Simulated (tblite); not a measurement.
# F6N3Na3O12S6: the cost of one run

Programs: tblite 0.8.0 and PySCF 2.14.0, with routines of our own; each step states its level. All values are computed. Atoms count from 0.

## (1) The system as given

30 atoms, charge 0, multiplicity 1; geometry from: force field, distance geometry or constructed start.

## (2) Optimising the geometry with GFN2-xTB

The job: settings as JSON, then the geometry in Å.

```
{"job": {"kind": "relax", "xc": "GFN2-xTB", "basis": "xTB"}, "charge": 0, "multiplicity": 1}
O      2.085700    -3.154500     1.844800
S      0.864800    -2.344000     1.760100
O      0.742000    -1.361400     2.838600
F     -0.275400    -3.385800     2.168600
N      0.411700    -1.820900     0.361700
S      0.331500    -2.958300    -0.725300
O     -0.421700    -4.161900    -0.409200
O      0.134000    -2.463000    -2.083100
F      1.839800    -3.502600    -0.818400
O     -2.920300    -0.110800    -3.024100
S     -1.810000    -0.773000    -2.351200
O     -0.553600    -0.745300    -3.096200
F     -2.200100    -2.318800    -2.463300
N     -1.630900    -0.545100    -0.806700
S     -2.954800    -0.810200     0.005700
O     -3.650600    -2.078600    -0.200600
O     -2.881300    -0.399300     1.407200
F     -3.988500     0.254300    -0.577300
O      3.674400     0.526600     1.976600
S      2.935600    -0.088600     0.881900
O      2.644500    -1.506400     1.077000
F      4.022700    -0.156600    -0.289900
N      1.747400     0.719400     0.245900
S      2.146800     2.168900    -0.183000
O      3.337500     2.351900    -1.010800
O      1.013000     3.011800    -0.569900
F      2.581300     2.867300     1.195400
Na    -0.000600     0.000600     0.001200
Na     0.006400     1.400300    -1.286600
Na    -0.081100     0.493700     1.836400
```

On the command line:

```bash
$ OMP_NUM_THREADS=2 python large_run.py task.json out
```

This one command runs all jobs of the session in turn.

Q: Estimate the wall time and peak memory of this first job on 2 threads of Arm Neoverse N1, shared host.

About 9.6 s, with a peak of 0.19 GiB.
